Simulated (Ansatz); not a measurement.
The same path of a periodic cell of 63 atoms, C$_{62}$N (host C, host structure diamond, dopant N, one C atom removed), cell charge -1 was run twice with different band settings. Lost on the way: C20–N52, C24–N52, N52–C53. Made: C31–N52, C32–N52, C38–N52.

Computed with DFT PBE, scalar-relativistic, plane waves, PAW (Ansatz). Settings: PAW set soft_1, cutoff 420 eV, k mesh 2x2x2, gaussian smearing 0.05 eV, no spin polarisation.

Relaxed end points:

```xyz
63
Lattice="7.1400 0.0000 0.0000 0.0000 7.1400 0.0000 0.0000 0.0000 7.1400" Properties=species:S:1:pos:R:3
C 3.577 0.001 -0.002
C 4.471 0.895 0.892
C 5.361 1.788 -0.007
C 6.278 2.668 0.909
C 5.361 -0.004 1.785
C 6.278 0.912 2.665
C 0.015 -0.007 -0.010
C 0.894 0.898 0.894
C 1.792 1.786 -0.001
C 2.681 2.684 0.895
C 3.586 3.563 -0.010
C 4.476 4.460 0.897
C 5.364 5.354 0.003
C 6.258 6.242 0.897
C 1.792 0.002 1.783
C 2.681 0.898 2.681
C 3.576 1.786 1.783
C 4.470 2.678 2.674
C 5.378 3.562 1.799
C 6.258 4.461 2.717
C 3.586 -0.007 3.560
C 4.476 0.900 4.457
C 5.378 1.802 3.559
C 6.257 2.720 4.458
C 5.365 0.006 5.351
C 6.258 0.900 6.239
C 0.012 3.566 0.007
C 0.910 4.440 0.909
C 1.790 5.357 -0.007
C 2.684 6.247 0.892
C -0.032 1.722 1.718
C 1.856 3.610 1.719
C 2.666 4.440 2.665
C 3.582 5.357 1.785
C 4.471 6.248 2.675
C 0.012 0.010 3.563
C 0.910 0.912 4.437
C 1.857 1.722 3.608
C 2.666 2.668 4.438
C 3.568 3.566 3.563
C 4.461 4.463 4.460
C 5.353 5.366 3.569
C 6.255 6.258 4.460
C 1.790 -0.004 5.354
C 2.684 0.894 6.244
C 3.582 1.788 5.355
C 4.471 2.678 6.245
C 5.353 3.572 5.362
C 6.255 4.463 6.255
C 0.017 5.340 1.799
C 0.901 6.248 2.675
N -0.070 3.648 3.645
C 0.858 4.461 4.458
C 1.776 5.340 3.559
C 2.678 6.242 4.457
C 0.017 1.802 5.337
C 0.901 2.678 6.245
C 1.776 3.562 5.337
C 2.678 4.460 6.239
C 3.572 5.354 5.351
C 4.469 6.249 6.246
C 0.006 5.365 5.362
C 0.900 6.247 6.244
```

```xyz
63
Lattice="7.1400 0.0000 0.0000 0.0000 7.1400 0.0000 0.0000 0.0000 7.1400" Properties=species:S:1:pos:R:3
C 3.571 -0.001 -0.001
C 4.468 0.894 0.894
C 5.362 1.788 0.007
C 6.264 2.686 0.908
C 5.362 0.007 1.788
C 6.264 0.908 2.686
C 0.000 0.001 0.001
C 0.895 0.882 0.882
C 1.785 1.785 -0.010
C 2.688 2.675 0.882
C 3.569 3.570 0.001
C 4.457 4.460 0.890
C 5.356 5.354 0.001
C 6.250 6.253 0.890
C 1.785 -0.010 1.785
C 2.688 0.882 2.675
C 3.580 1.785 1.785
C 4.471 2.682 2.682
C 5.374 3.580 1.808
C 6.182 4.528 2.637
C 3.569 0.001 3.570
C 4.457 0.890 4.460
C 5.374 1.808 3.580
C 6.182 2.637 4.528
C 5.356 0.001 5.354
C 6.250 0.890 6.253
C -0.001 3.571 0.000
C 0.884 4.446 0.908
C 1.782 5.348 0.007
C 2.676 6.242 0.894
C 0.042 1.787 1.787
C 1.783 3.528 1.787
C 2.662 4.446 2.686
C 3.563 5.348 1.788
C 4.454 6.256 2.685
C -0.001 0.000 3.571
C 0.884 0.908 4.446
C 1.783 1.787 3.528
C 2.662 2.686 4.446
C 3.570 3.571 3.571
C 4.463 4.463 4.463
C 5.359 5.351 3.564
C 6.247 6.247 4.463
C 1.782 0.007 5.348
C 2.676 0.894 6.242
C 3.563 1.788 5.348
C 4.454 2.685 6.256
C 5.359 3.564 5.351
C 6.247 4.463 6.247
C -0.010 5.336 1.808
C 0.888 6.239 2.682
N 0.971 2.599 2.599
C 0.933 4.528 4.528
C 1.762 5.336 3.580
C 2.680 6.253 4.460
C -0.010 1.808 5.336
C 0.888 2.682 6.239
C 1.762 3.580 5.336
C 2.680 4.460 6.253
C 3.569 5.354 5.354
C 4.463 6.247 6.247
C 0.006 5.351 5.351
C 0.885 6.256 6.256
```

Common settings: climbing image yes; force threshold 0.05 eV/Å; end points relaxed.

| run | movable images | spring | optimiser | start path | iteration limit |
| --- | --- | --- | --- | --- | --- |
| 1 | 5 | 2.0 to 10.0 eV/Å², energy-weighted | lbfgs | straight line | 53 |
| 2 | 2 | 5.0 eV/Å² | quadratic models (default) | default | 50 |

Question: What does each run give, and how far can it be trusted?

Answer: Run 1: converged after 29 iterations, highest image 4.159 eV above the first end. Neighbouring images differ by up to 1.8 eV, so the band resolves the path poorly. By the program's own check the climbing image is of a kind that is not told: the force calls were inconclusive, a negative curvature could not be distinguished from the path's own, the only one lies far off the path, or fixed occupations may fill a level only in part (lowest curvatures found: -25.75 and 1.81 eV/Å²).
Run 2: converged after 6 iterations, highest image 4.240 eV above the first end. Neighbouring images differ by up to 4.2 eV, so the band resolves the path poorly. The order of the point at the top wasn't checked. So few images can step over the top or miss a turn of the path.
Limits of this set-up: coarse k mesh, no spin, though dangling bonds at a vacancy may carry it, a typed lattice constant that wasn't relaxed here, charged cell in a uniform background, uncorrected.
